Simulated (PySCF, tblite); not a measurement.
**C₇H₉NO: infrared bands and NMR shifts**

Wanted: the infrared bands and NMR shifts of C₇H₉NO (`COCc1ccncc1`), by calculation.

Computed with tblite 0.8.0 and PySCF 2.14.0, with density-fitted response routines of our own, on a single molecule in the gas phase. Atoms count from 0, in the outputs and in this text.

## (1) Starting geometry

18 atoms, charge 0, multiplicity 1; geometry from: GFN2-xTB.

Bonds of the start (Å): C0–O1 1.40, O1–C2 1.41, C2–C3 1.50, C3–C4 1.39, C4–C5 1.39, C5–N6 1.32, N6–C7 1.32, C7–C8 1.38, C8–C3 1.39, C0–H9 1.10, C0–H10 1.09, C0–H11 1.10, C2–H12 1.10, C2–H13 1.10, C4–H14 1.08, C5–H15 1.08, C7–H16 1.08, C8–H17 1.08.

## (2) Harmonic vibrations with GFN2-xTB

What the job is given:

```
{"job": {"kind": "ir", "xc": "GFN2-xTB", "basis": "xTB"}, "charge": 0, "multiplicity": 1}
C      3.090634    -0.608889     0.193632
O      1.715156    -0.739244    -0.045121
C      0.994170     0.427737     0.260212
C     -0.475373     0.233379     0.011596
C     -0.985162    -0.966677    -0.464290
C     -2.353194    -1.071182    -0.664960
N     -3.204115    -0.087650    -0.431431
C     -2.715911     1.055524     0.019915
C     -1.369500     1.270271     0.260017
H      3.293511    -0.394558     1.251051
H      3.544194    -1.559938    -0.076975
H      3.528711     0.190778    -0.417441
H      1.358153     1.271487    -0.352325
H      1.147819     0.705271     1.317973
H     -0.320711    -1.789754    -0.667902
H     -2.792009    -1.989539    -1.033268
H     -3.444137     1.836531     0.196528
H     -1.020994     2.222770     0.631133
```

**Question.** This job is followed by: GIAO PBE0/pcSseg-1 NMR shielding, non-relativistic, gas phase. Predict these results of the whole session: strongest single infrared mode (GFN2-xTB); zero-point energy (GFN2-xTB); 13C shifts against TMS (PBE0/pcSseg-1, means over atoms taken as alike); 1H shifts against TMS (PBE0/pcSseg-1, means over atoms taken as alike); 17O shifts against H2O (PBE0/pcSseg-1); 15N shifts against NH3 (PBE0/pcSseg-1).

The runs gave:

| quantity | value |
| --- | --- |
| strongest single infrared mode (GFN2-xTB) | 1585 cm⁻¹, 105 km/mol |
| zero-point energy (GFN2-xTB) | 90.4 kcal/mol |
| 13C shifts against TMS (PBE0/pcSseg-1, means over atoms taken as alike) | 155.4, 153.8, 124.2, 77.0, 61.2 ppm |
| 1H shifts against TMS (PBE0/pcSseg-1, means over atoms taken as alike) | 8.93, 7.39, 4.68, 3.75 ppm |
| 17O shifts against H2O (PBE0/pcSseg-1) | 15.9 ppm |
| 15N shifts against NH3 (PBE0/pcSseg-1) | 354.9 ppm |

**Reading.** All 48 modes are real, so the xTB geometry is a minimum. The strongest single mode, at 1585 cm⁻¹, has its largest shares on C4, C7, C8 and C5 (the list is cut at 4 atoms). GFN2-xTB is a fitted tight-binding method: band positions and strengths are rough. Its intensities can rank the bands wrongly. At PBE0/pcSseg-1: The largest span, 708 ppm, is at N6, where the paramagnetic term is -420 ppm. NICS(1)zz of -28 ppm above the planar ring from C3 marks a diatropic (aromatic) ring current.
